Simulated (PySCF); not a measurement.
# C2H6SeZn (ZnMe(SeMe)): the cost of one run

Computed with PySCF 2.14.0, with density-fitted response routines of our own, on a single molecule in the gas phase. Atoms count from 0, in the outputs and in this text.

## (1) Starting geometry

10 atoms, charge 0, multiplicity 1; geometry from: GFN2-xTB. The atoms were then displaced at random by about 0.03 Å, so the start is not that level's minimum.

Bonds of the start (Å): Zn0–C1 2.01, Zn0–Se5 2.43, C1–H2 1.12, C1–H3 1.16, C1–H4 1.08, Se5–C6 1.94, C6–H7 1.06, C6–H8 1.04, C6–H9 1.08.

## (2) Geometry optimisation at PBE0-D3(BJ)/def2-SVP

The job: settings as JSON, then the geometry in Å.

```
{"job": {"xc": "PBE0", "basis": "def2-SVP", "d3": "d3bj", "grid": 1, "maxiter": 40, "shake": 0.03, "kind": "geom"}, "charge": 0, "multiplicity": 1}
Zn     0.453850    -1.000090     0.347200
C      0.319260    -0.873680     2.347830
H     -0.746290    -0.768280     2.676690
H      1.003900    -0.009080     2.717630
H      0.744300    -1.782970     2.753610
Se     0.308460    -0.778770    -2.069400
C     -0.380320     1.032580    -2.181530
H     -1.332880     1.095930    -1.709650
H     -0.522090     1.275060    -3.182030
H      0.276460     1.732560    -1.695930
```

Run with:

```
$ OMP_NUM_THREADS=1 python probes_run.py task.json out
```

One launch serves the whole session: the jobs run in the order shown.

Q: Estimate the wall time and peak memory of this first job on 1 thread of Arm Neoverse V1, shared host.

About 53 s, with a peak of 0.49 GiB.
